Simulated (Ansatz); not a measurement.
AgRh, space group P-6m2, a scan of the energy under strain

Program: Ansatz 0.2.0 through its Python package.

Interactive session:
```pycon
>>> import ansatz as az
>>> import numpy as np
>>> from tabulate import tabulate
>>> XC = "PBEsol"
>>> OCCUPATIONS = "Fermi-Dirac"
>>> WIDTH_EV = 0.1
>>> KMESH = (14, 14, 7)
>>> vectors0 = np.array([
...     [2.777588, 0.0, 0.0],
...     [-1.388794, 2.405462, 0.0],
...     [0.0, 0.0, 4.808602],
... ])
>>> sites = [
...     ("Ag", [0.0, 0.0, 0.5]),
...     ("Rh", [2 / 3, 1 / 3, 0.0]),
... ]
>>> def build(cell):
...     crystal = az.Crystal(lattice=az.Lattice.of(cell))
...     for symbol, position in sites:
...         crystal = crystal.atom(symbol, position)
...     return crystal
...
>>> # clamped ions: the fractional positions stay as typed
>>> values = np.linspace(-0.03, 0.03, 5)
>>> energies = []
>>> for d in values:
...     strain = np.array([[0, d / 2, 0], [d / 2, 0, 0], [0, 0, 0]])
...     cell = vectors0 @ (np.eye(3) + strain)
...     setup = (
...         build(cell).calculation()
...         .basis(38 * az.Ry)
...         .functional(XC)
...         .occupations(OCCUPATIONS, width=WIDTH_EV)
...         .pseudopotentials("paw")
...         .kpoints(*KMESH)
...     )
...     rep = setup.run(threads=1, backend="cpu").report
...     energies.append(rep["free_energy_ev"] / len(sites))
...     print(f"d = {d:+.4f}  F = {energies[-1]:.5f} eV/atom")
...
d = -0.0300  F = -6930.20478 eV/atom
d = -0.0150  F = -6930.20692 eV/atom
d = +0.0000  F = -6930.20763 eV/atom
d = +0.0150  F = -6930.20692 eV/atom
d = +0.0300  F = -6930.20478 eV/atom
>>> energies = np.array(energies)
>>> print(tabulate(zip(values, 1000 * (energies - energies.min())), headers=["strain", "dE (meV/atom)"], floatfmt=".3f"))
  strain    dE (meV/atom)
--------  ---------------
  -0.030            2.852
  -0.015            0.712
   0.000            0.000
   0.015            0.712
   0.030            2.852
>>> curvature = 2 * np.polyfit(values, energies, 3)[1]
>>> volume = abs(np.linalg.det(vectors0)) / len(sites)
>>> print(f"d2E/dd2 over the volume: {curvature / volume * 160.21766:.1f} GPa")
d2E/dd2 over the volume: 63.2 GPa
```

Against the unstrained cell the energy per atom changes by +2.85 meV at one end of the scan and +2.85 meV at the other, and its second derivative over the volume is 63.2 GPa.

Notes:
- Total energies depend on the potentials; only differences at equal settings carry meaning.
- No spin polarisation was allowed.
- The curvature belongs to this strain pattern and to the cell's stress; it equals a single elastic constant only for simple patterns.
- In a metal a curvature from energy changes of a few meV or less hangs on mesh and smearing, in size and even in sign.
- The structure comes from a database of computed cells and needn't be a stable or known phase.
- The ions keep their fractional positions (clamped ions).
- The whole script took 86 s on 1 thread of Arm Neoverse V2, with other jobs on the host, peak memory 0.68 GiB.
